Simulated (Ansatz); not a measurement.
# CuSn3: equation of state with PBEsol

Crystal: CuSn3.

```xyz
4
Lattice="-2.2399 2.2399 4.8707 2.2399 -2.2399 4.8707 2.2399 2.2399 -4.8707" Properties=species:S:1:pos:R:3 pbc="T T T"
Sn    0.0000    0.0000    4.8707
Sn    2.2399    0.0000    2.4354
Sn    0.0000    2.2399    2.4354
Cu    0.0000    0.0000    0.0000
```

The cell comes from a database or a generator and needn't be the stable form of this composition.

```json
{
 "Program": "Ansatz 0.2.0",
 "Task": "equation of state",
 "Functional": "PBEsol",
 "Potentials or basis": "all-electron LAPW, scalar-relativistic",
 "Basis error allowed": "0.001 eV/atom",
 "k mesh": "8 × 8 × 8",
 "Occupations": "fermi-dirac, width 0.05 eV",
 "Spin": "no spin polarisation"
}
```

- Equilibrium volume: 22.61 Å³/atom (rough: see the caveat)
- Bulk modulus at fixed shape and positions: 63 GPa (rough)

Energy against volume, from the lowest point:
```tsv
volume (Å³/atom)	energy (meV/atom)
22.971	0.00
23.460	4.77
23.948	12.90
24.437	24.02
24.926	37.79
25.415	53.89
25.903	72.06
```

All runs of the series together: 120 s on 2 threads of Intel(R) Xeon(R) 6975P-C (Granite Rapids), on a shared host.

Caveat: the minimum lies outside the volumes run; the cell was scaled at fixed shape and fractional positions, which overstates the stiffness of a crystal with free parameters, most of all of layers and chains.
